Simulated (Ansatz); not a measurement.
BiTe:

```xyz
2
Lattice="0.0000 3.2350 3.2350 3.2350 0.0000 3.2350 3.2350 3.2350 0.0000" Properties=species:S:1:pos:R:3 pbc="T T T"
Bi    0.0000    0.0000    0.0000
Te    3.2350    3.2350    3.2350
```

* Program: Ansatz 0.2.0
* Task: relaxation of cell and atoms
* Functional: LDA
* Potentials or basis: Ansatz PAW
* Cutoff: 420 eV (not typed: the program's choice for these potentials)
* k mesh: 7 × 7 × 7
* Occupations: fermi-dirac, width 0.05 eV
* Spin: no spin polarisation

At the start: volume 33.86 Å³/atom.

Problem. Where does the relaxation end?

Solution. It ends after 5 steps and the volume is 32.10 Å³/atom (-5.2 %); space group Fm-3m (No. 225, to 0.05 Å).

Step by step:
```csv
step,energy change (eV),largest force (eV/Å),volume (Å³)
1,0.0000,0.0000,67.71
2,-0.0229,0.0000,62.46
3,-0.0311,0.0000,64.37
4,-0.0312,0.0000,64.21
5,-0.0306,0.0000,64.21
```

Final structure:
```xyz
2
Lattice="0.0000 3.1783 3.1783 3.1783 0.0000 3.1783 3.1783 3.1783 0.0000" Properties=species:S:1:pos:R:3 pbc="T T T"
Bi    0.0000    0.0000    0.0000
Te    3.1783    3.1783    3.1783
```

Caveat: the plane-wave basis is chosen anew once the cell has moved, so the energies of steps on either side of that aren't comparable; the PAW data sets come from PBE, with cores solved anew for the run's functional, which leaves a small shift of forces and pressure.
